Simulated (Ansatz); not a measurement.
# C2H3AlN+ (SMILES [AlH2][c]1[cH+]n1): single points off equilibrium

Aim: energy, forces and dipole at a frame of a short trajectory, from CCSD(T) and from density functionals.

Program: Ansatz 0.2.0, Gaussian basis. Level of theory: single points in def2-TZVPP. These are calculated values, not measurements.

Correlated methods freeze the cores.

2 further runs of the same task are left out: 2 that didn't finish.

### 1 The starting structure

SMILES `[AlH2][c]1[cH+]n1`, 7 atoms, charge 1, spin multiplicity 1.

Atoms are counted from 1 here; the program's logs count them from 0.

Bond lengths: Al1–C2 2.281 Å, Al1–H5 1.597 Å, Al1–H6 1.565 Å, C2–C3 1.402 Å, C2–N4 1.322 Å, C3–N4 1.328 Å, C3–H7 1.069 Å. Angles: C2–Al1–H5 112.9°, C2–Al1–H6 100.9°, H5–Al1–H6 138.2°, Al1–C2–C3 154.8°, Al1–C2–N4 139.7°, C3–C2–N4 58.2°, C2–C3–N4 57.9°, C2–C3–H7 155.8°, N4–C3–H7 146.3°, C2–N4–C3 63.9°.

Coordinates:

```xyz
7
charge 1, multiplicity 1
Al   -1.0509    1.2435   -0.6296
C     0.2762   -0.5193   -0.0502
C     1.1680   -1.2182    0.7757
N     0.1999   -1.8303    0.1043
H    -2.5540    0.8100   -0.9505
H    -0.3024    2.4223    0.0765
H     1.9990   -1.3313    1.4380
```

### 2 PBE-D4/def2-TZVPP

Contents of run/in.yaml:

```yaml
crystal:
  periodic: [false, false, false]
  atoms:
    - {symbol: Al, position_ang: [-1.050873, 1.243512, -0.629646]}
    - {symbol: C, position_ang: [0.276164, -0.519326, -0.050164]}
    - {symbol: C, position_ang: [1.168008, -1.218192, 0.775662]}
    - {symbol: N, position_ang: [0.199868, -1.830261, 0.104269]}
    - {symbol: H, position_ang: [-2.553980, 0.810002, -0.950477]}
    - {symbol: H, position_ang: [-0.302439, 2.422325, 0.076549]}
    - {symbol: H, position_ang: [1.998967, -1.331261, 1.438024]}
basis:
  gaussian: {orbitals: def2-TZVPP}
total_charge: 1
hamiltonian: {xc: pbe, dispersion: d4}
output: {forces: true}
```

Launch:

```bash
ansatz run in.yaml --threads 1 --pin off --events-out ev --progress --plain --max-ram 4352MiB
```

### 3 r2SCAN-D4/def2-TZVPP

run/in.yaml, as its differences from that of step 2:

```diff
@@ -13,3 +13,3 @@
 total_charge: 1
-hamiltonian: {xc: pbe, dispersion: d4}
+hamiltonian: {xc: r2scan, dispersion: d4}
 output: {forces: true}
```

### 4 PBE0-D4/def2-TZVPP

run/in.yaml, as its differences from that of step 3:

```diff
@@ -13,3 +13,3 @@
 total_charge: 1
-hamiltonian: {xc: r2scan, dispersion: d4}
-output: {forces: true}
+hamiltonian: {xc: pbe0, dispersion: d4}
+output: {forces: true, orbitals: {seedname: orbitals}}
```

### 5 wB97M-V/def2-TZVPP

run/in.yaml, as its differences from that of step 4:

```diff
@@ -13,3 +13,3 @@
 total_charge: 1
-hamiltonian: {xc: pbe0, dispersion: d4}
-output: {forces: true, orbitals: {seedname: orbitals}}
+hamiltonian: {xc: {name: wB97M-V}}
+output: {forces: true}
```

### 6 CCSD(T)/def2-TZVPP

run/in.yaml, as its differences from that of step 5:

```diff
@@ -13,3 +13,3 @@
 total_charge: 1
-hamiltonian: {xc: {name: wB97M-V}}
+correlation: {method: ccsd_t}
 output: {forces: true}
```

(Steps that only read results are left out.)

**Question.** What will these runs give? Wanted: energy less free atoms, CCSD(T)/def2-TZVPP; RMS force component; RMS force error; HOMO and LUMO, PBE0-D4; T1 diagnostic.

**Answer**, as computed:

| quantity | value |
| --- | --- |
| energy less free atoms, CCSD(T)/def2-TZVPP | -1624.4 kJ/mol |
| RMS force component | 0.855 to 0.918 eV/Å over the methods |
| RMS force error | PBE-D4 0.115, r2SCAN-D4 0.235, PBE0-D4 0.401, wB97M-V 0.369 eV/Å |
| HOMO and LUMO, PBE0-D4 | -13.85 and -8.02 eV |
| T1 diagnostic | 0.011 |

**Reading.** Against CCSD(T) the functionals' energies less atoms differ by -170.7 to -79.9 kJ/mol, PBE-D4 by -170.7 kJ/mol. CCSD(T) in triple zeta still lacks some correlation energy of the bonds, so part of these gaps is its own basis error and they don't rank the functionals. On forces the order runs from PBE-D4 to PBE0-D4. Frozen-core CCSD(T) forces in triple zeta carry basis errors of their own, and this is one geometry, so small gaps rank nothing.
